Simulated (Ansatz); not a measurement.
**C₂H₇NSi: a ladder of functionals and wavefunction methods**

An exercise on one series of results from a longer session: the logs are not shown, and one member is left open.

Computed with Ansatz 0.2.0, Gaussian basis. Level: functionals in def2-TZVPP, the program's frozen cores in correlated methods.

Plan: LDA (SPW92), PBE-D4, revPBE-D4, BLYP-D4, r2SCAN-D4, B97M-V, PBE0-D4, B3LYP-D4, r2SCANh-D4, r2SCAN0-D4, HSE06-D4, BHLYP-D4, CAM-B3LYP-D4, LC-ωPBE, ωB97X-V, ωB97M-V, B2PLYP, PBE-QIDH; CCSD(T)/def2-SVP; CCSD(T)/def2-TZVPP; MP2/def2-QZVPP; extrapolation to the limit; RPA on PBE.

### Structure used throughout

All runs share one geometry, relaxed beforehand with PBE0-D4 in a triple-zeta def2 set.

11 atoms, charge 0, spin multiplicity 1.

Atoms are counted from 1 here; the program's logs count them from 0.

Bond lengths: C1–N2 1.257 Å, C1–H5 1.097 Å, C1–H6 1.103 Å, N2–Si3 1.747 Å, Si3–C4 1.862 Å, Si3–H7 1.497 Å, Si3–H8 1.486 Å, C4–H9 1.092 Å, C4–H10 1.093 Å, C4–H11 1.092 Å. Angles: N2–C1–H5 120.4°, N2–C1–H6 124.2°, H5–C1–H6 115.4°, C1–N2–Si3 124.0°, N2–Si3–C4 108.8°, N2–Si3–H7 110.9°, N2–Si3–H8 106.9°, C4–Si3–H7 110.6°, C4–Si3–H8 110.8°, H7–Si3–H8 108.7°, Si3–C4–H9 110.4°, Si3–C4–H10 110.6°, Si3–C4–H11 110.8°, H9–C4–H10 108.4°, H9–C4–H11 108.3°, H10–C4–H11 108.2°.

The first run:

Contents of in.yaml:

```yaml
crystal:
  periodic: [false, false, false]
  atoms:
    - {symbol: C, position_ang: [-0.763161, 2.027245, 0.389895]}
    - {symbol: N, position_ang: [-0.749472, 1.001588, -0.336406]}
    - {symbol: Si, position_ang: [-0.379178, -0.602766, 0.247446]}
    - {symbol: C, position_ang: [1.068583, -1.270958, -0.713192]}
    - {symbol: H, position_ang: [-0.997716, 3.008969, -0.039452]}
    - {symbol: H, position_ang: [-0.550307, 2.023579, 1.471858]}
    - {symbol: H, position_ang: [-0.075141, -0.581643, 1.713351]}
    - {symbol: H, position_ang: [-1.590417, -1.434694, 0.023447]}
    - {symbol: H, position_ang: [0.849512, -1.270178, -1.782993]}
    - {symbol: H, position_ang: [1.292805, -2.295964, -0.407947]}
    - {symbol: H, position_ang: [1.959893, -0.662178, -0.545507]}
basis:
  gaussian: {orbitals: def2-TZVPP}
hamiltonian: {xc: lda}
output: {orbitals: {seedname: orbitals}}
```

Among the steps run: LDA; PBE-D4 (GGA); revPBE-D4 (GGA); BLYP-D4 (GGA); r2SCAN-D4 (meta-GGA); B97M-V (meta-GGA); PBE0-D4 (hybrid); B3LYP-D4 (hybrid); r2SCANh-D4 (hybrid); r2SCAN0-D4 (hybrid); HSE06-D4 (hybrid); BHLYP-D4 (hybrid); CAM-B3LYP-D4 (range-separated); LC-ωPBE (range-separated); ωB97X-V (range-separated); ωB97M-V (range-separated); B2PLYP (double hybrid); PBE-QIDH (double hybrid).

One of the session's tables, all rows but one given; the rest of the session is left out.

It belongs to the step «Frontier levels by functional». 

```
  functional  HOMO (eV)  gap (eV)
 LDA (SPW92)      -5.76      3.55
      PBE-D4      -5.67      3.71
   revPBE-D4      -5.63      3.76
     BLYP-D4      -5.59      3.76
   r2SCAN-D4      -5.94      4.21
      B97M-V      -6.13      4.46
     PBE0-D4      -7.07      6.24
    B3LYP-D4      -6.87      5.77
  r2SCANh-D4      -6.47      5.15
  r2SCAN0-D4      -7.26      6.56
    HSE06-D4      -6.67      5.44
    BHLYP-D4          ?         ?
CAM-B3LYP-D4      -8.49      8.85
     LC-ωPBE      -9.81     11.42
     ωB97X-V      -9.50     11.01
     ωB97M-V      -9.42     10.79
```

Q: Estimate the row for BHLYP-D4 from the others.

Worked estimate for «HOMO (eV)». Against the share of exact exchange, BLYP-D4 (0, -5.59), B3LYP-D4 (0.2, -6.87) give a slope of -6.40 per unit share; at 0.5 the line stands at -8.79.

**Answer.** HOMO (eV): -8.44; gap (eV): 8.81. In «HOMO (eV)» the line misses by -0.35.
